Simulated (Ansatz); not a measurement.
# C4H9Br: vertical ionisation energy

Aim: the vertical ionisation energy of C4H9Br, as cation minus neutral at the neutral's geometry, on several levels, and how well −ε(HOMO) stands in for it.

Program: Ansatz 0.2.0, Gaussian basis. Level of theory: unrestricted cation, the program's frozen cores in correlated methods. These are calculated values, not measurements.

The runs, in order: UKS PBE-D4/def2-TZVPP; UKS r2SCAN-D4/def2-TZVPP; UKS PBE0-D4/def2-TZVPP; UKS B3LYP-D4/def2-TZVPP; UKS wB97X-V/def2-TZVPP; UKS wB97M-V/def2-TZVPP; UKS B2PLYP/def2-TZVPP; UHF-CCSD(T)/def2-TZVPP; UHF-MP2/def2-QZVPP; extrapolation to the limit; then −ε(HOMO) from the neutral's earlier runs with LDA (SPW92), PBE-D4, revPBE-D4, BLYP-D4, r2SCAN-D4, B97M-V, PBE0-D4, B3LYP-D4, r2SCANh-D4, r2SCAN0-D4, HSE06-D4, BHLYP-D4, CAM-B3LYP-D4, LC-ωPBE, ωB97X-V, ωB97M-V.

## 1. The relaxed structure

The geometry comes from an earlier relaxation with PBE0-D4 in a triple-zeta def2 set; it is a stationary point, not always the lowest conformer.

SMILES `CCC(C)Br`, 14 atoms, charge 0, spin multiplicity 1.

Atoms are counted from 1 here; the program's logs count them from 0.

Bond lengths: C1–C2 1.516 Å, C1–H6 1.092 Å, C1–H7 1.091 Å, C1–H8 1.094 Å, C2–C3 1.514 Å, C2–H9 1.098 Å, C2–H10 1.095 Å, C3–C4 1.509 Å, C3–Br5 1.972 Å, C3–H11 1.091 Å, C4–H12 1.095 Å, C4–H13 1.092 Å, C4–H14 1.090 Å. Angles: C2–C1–H6 110.8°, C2–C1–H7 111.1°, C2–C1–H8 111.1°, H6–C1–H7 108.1°, H6–C1–H8 107.8°, H7–C1–H8 107.8°, C1–C2–C3 114.9°, C1–C2–H9 109.5°, C1–C2–H10 110.6°, C3–C2–H9 106.2°, C3–C2–H10 108.9°, H9–C2–H10 106.3°, C2–C3–C4 113.4°, C2–C3–Br5 110.2°, C2–C3–H11 110.3°, C4–C3–Br5 108.6°, C4–C3–H11 110.8°, Br5–C3–H11 103.0° and more.

## 2. Cation, UKS PBE-D4/def2-TZVPP

Contents of in.yaml:

```yaml
crystal:
  periodic: [false, false, false]
  atoms:
    - {symbol: C, position_ang: [-0.993306, 1.673525, 0.123777]}
    - {symbol: C, position_ang: [0.103717, 0.659160, 0.381673]}
    - {symbol: C, position_ang: [-0.072244, -0.665560, -0.329000]}
    - {symbol: C, position_ang: [0.962256, -1.694121, 0.057142]}
    - {symbol: Br, position_ang: [-0.001777, -0.403286, -2.282049]}
    - {symbol: H, position_ang: [-0.826885, 2.581076, 0.707375]}
    - {symbol: H, position_ang: [-1.031708, 1.951506, -0.930883]}
    - {symbol: H, position_ang: [-1.972609, 1.273456, 0.400723]}
    - {symbol: H, position_ang: [0.145138, 0.428525, 1.454218]}
    - {symbol: H, position_ang: [1.081540, 1.074929, 0.118219]}
    - {symbol: H, position_ang: [-1.080785, -1.050775, -0.169294]}
    - {symbol: H, position_ang: [0.891286, -1.892739, 1.131457]}
    - {symbol: H, position_ang: [1.969757, -1.332173, -0.157672]}
    - {symbol: H, position_ang: [0.812919, -2.632623, -0.476786]}
basis:
  gaussian: {orbitals: def2-TZVPP}
total_charge: 1
magnetization: {spin_polarized: true, initial_magnetization: 1}
hamiltonian: {xc: pbe, dispersion: d4}
```

The run is started by

```console
ansatz run in.yaml --threads 2 --pin off --events-out ev --progress --plain --max-ram 22528MiB --backend cuda --devices 0, --max-vram 18GiB
```

After this run come: Cation, UKS r2SCAN-D4/def2-TZVPP; Cation, UKS PBE0-D4/def2-TZVPP; Cation, UKS B3LYP-D4/def2-TZVPP; Cation, UKS wB97X-V/def2-TZVPP; Cation, UKS wB97M-V/def2-TZVPP; Cation, UKS B2PLYP (frozen core)/def2-TZVPP; Cation, UHF-CCSD(T)/def2-TZVPP; Cation, UHF-MP2/def2-QZVPP.

Q: Predict the results of all the runs planned. Wanted: ionisation energy, CCSD(T)/CBS; nearest functional by difference; nearest −ε(HOMO); −ε(HOMO) of PBE; T1 of the cation.

The runs gave:

| quantity | value |
| --- | --- |
| ionisation energy, CCSD(T)/CBS | 10.34 eV |
| nearest functional by difference | ωB97X-V (-0.19 eV) |
| nearest −ε(HOMO) | LC-ωPBE (+0.17 eV) |
| −ε(HOMO) of PBE | 6.46 eV |
| T1 of the cation | 0.014 |

In words: Energy differences with functionals land within 0.53 eV of the reference. −ε(HOMO) of PBE misses by 3.9 eV, since self-interaction lifts the level. Among orbital estimates LC-ωPBE comes nearest. Hartree-Fock falls 1.24 eV short, as the neutral has more correlation energy than the cation. The cation may have settled in a state other than its lowest; no search over hole states beyond the program's own was made. Correlated methods include outer-core shells of Br, which these sets cover unevenly. With outer-core shells in play the reference is unsure by up to some tenths of an eV, so close misses can't be ranked.
